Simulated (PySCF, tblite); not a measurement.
# C3H14BNSi2: geometry, infrared bands and NMR shifts

What infrared bands and NMR shifts should C3H14BNSi2 (`C[SiH2][SiH2]NB(C)C`) show?

The runs use tblite 0.8.0 and PySCF 2.14.0, with density-fitted response routines of our own; the level of theory stands in each step. All values are computed, except where a source is named. Atoms are numbered from 0 throughout.

**1. Starting geometry**

21 atoms, charge 0, multiplicity 1; geometry from: force field or distance geometry start.

Bonds of the start (Å): C0–Si1 1.86, Si1–Si2 2.23, Si2–N3 1.81, N3–B4 1.53, B4–C5 1.59, B4–C6 1.60, C0–H7 1.11, C0–H8 1.11, C0–H9 1.11, Si1–H10 1.48, Si1–H11 1.47, Si2–H12 1.46, Si2–H13 1.47, N3–H14 1.04, C5–H15 1.11, C5–H16 1.12, C5–H17 1.10, C6–H18 1.11, C6–H19 1.12, C6–H20 1.10.

**2. Optimising the geometry with GFN2-xTB**

What the job is given:

```
{"job": {"kind": "relax", "xc": "GFN2-xTB", "basis": "xTB"}, "charge": 0, "multiplicity": 1}
C      2.929200     0.463500    -0.317400
Si     1.850700    -0.050200     1.114300
Si     0.433500    -1.635800     0.448000
N     -0.530300    -1.028000    -0.962600
B     -1.432100     0.106800    -0.487700
C     -2.699700    -0.162700     0.436100
C     -1.138700     1.588000    -1.007500
H      3.635000     1.258300     0.017900
H      3.493300    -0.412800    -0.690700
H      2.271900     0.863100    -1.122500
H      2.700200    -0.588500     2.199200
H      1.094800     1.103500     1.615700
H      1.185400    -2.815600     0.042400
H     -0.463600    -2.004200     1.550900
H     -1.146900    -1.806100    -1.278700
H     -2.788000    -1.244000     0.673400
H     -2.575600     0.401000     1.392600
H     -3.616700     0.173700    -0.077600
H     -2.013100     1.963300    -1.570300
H     -0.951800     2.247800    -0.125600
H     -0.246500     1.596000    -1.653700
```

Launch:

```sh
$ OMP_NUM_THREADS=1 python probes_run.py task.json out
```

The driver reads the jobs from task.json and runs them one after another.

**Question.** This job is followed by: GFN2-xTB harmonic vibrations, gas phase; GIAO PBE0/pcSseg-1 NMR shielding, non-relativistic, gas phase. What will the session give for the following? strongest single infrared mode (GFN2-xTB); zero-point energy (GFN2-xTB); ¹³C shifts against TMS (PBE0/pcSseg-1, means over atoms taken as alike); ¹H shifts against TMS (PBE0/pcSseg-1, means over atoms taken as alike); ²⁹Si shifts against TMS (PBE0/pcSseg-1); ¹⁵N shifts against NH3 (PBE0/pcSseg-1); ¹¹B shifts against BF3·OEt2 (PBE0/pcSseg-1).

As calculated:

| quantity | value |
| --- | --- |
| strongest single infrared mode (GFN2-xTB) | 1360 cm⁻¹, 579 km/mol |
| zero-point energy (GFN2-xTB) | 102.2 kcal/mol |
| ¹³C shifts against TMS (PBE0/pcSseg-1, means over atoms taken as alike) | 7.9, -8.8 ppm |
| ¹H shifts against TMS (PBE0/pcSseg-1, means over atoms taken as alike) | 4.98, 3.94, 3.68, 0.40, 0.26 ppm |
| ²⁹Si shifts against TMS (PBE0/pcSseg-1) | -52.7, -77.8 ppm |
| ¹⁵N shifts against NH3 (PBE0/pcSseg-1) | 99.9 ppm |
| ¹¹B shifts against BF3·OEt2 (PBE0/pcSseg-1) | 50.5 ppm |

What this shows: Relaxing lowered the energy by 1.173 eV in 227 steps; the close pair that moved most is N3–B4, from 1.525 to 1.401 Å. No mode is imaginary among the 57: a minimum at this level. The strongest single mode, at 1360 cm⁻¹, moves mainly B4 and N3. GFN2-xTB is a fitted tight-binding method: band positions and strengths are rough. Its intensities can rank the bands wrongly. At PBE0/pcSseg-1: The widest tensor belongs to N3: span 137 ppm, with a paramagnetic part of -156 ppm.
